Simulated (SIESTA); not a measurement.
# Ti3In under changes of volume

One of the cells (18.681 Å³/atom); the others are scaled copies at fixed shape and fractional positions:

```
In Ti
1.0
     0.00000    3.34305    3.34305
     3.34305    0.00000    3.34305
     3.34305    3.34305    0.00000
In Ti
1 3
Direct
  0.50000 0.50000 0.50000
  0.25000 0.25000 0.25000
  0.00000 0.00000 0.00000
  0.75000 0.75000 0.75000
```

The cell comes from a database or a generator and needn't be the stable form of this composition.

| Item | Value |
| --- | --- |
| Program | SIESTA 5.4.2 |
| Functional | PBEsol |
| Potentials or basis | PseudoDojo 0.4 standard (PBEsol files) |
| Basis | DZP (energy shift 0.003 Ry; two zetas on semicore shells) |
| Grid cutoff | 800 Ry |
| Energy shift | 0.003 Ry |
| k mesh | 7 × 7 × 7 |
| Occupations | fermi-dirac, width 0.05 eV |
| Spin | no spin polarisation |

```csv
volume (Å³/atom),energy over the lowest point (meV/atom),pressure (GPa)
17.216,?,?
17.582,0.00,-0.4
17.948,3.79,-2.7
18.681,26.14,-6.7
19.047,43.72,-8.5
19.414,64.89,-9.8
```

**Question.** What does the run at 17.216 Å³/atom give?

**Answer.** Energy over the lowest point 1.47 meV/atom; pressure 2.1 GPa.

Worked out: A Birch-Murnaghan fit of order 3 (a polynomial in V^(-2/3)) to the other rows has its minimum at 17.52 Å³/atom, just outside them, with B0 = V·E''(V) = 123 GPa and B' = 4.5. It gives 1.98 meV/atom at 17.216 Å³/atom, against the run's 1.47, and -dE/dV = 2.2 GPa, against 2.1.

Energies are extrapolated to zero smearing.

Caveats: the basis of atomic orbitals isn't converged, which shifts pressures, moduli and gaps.
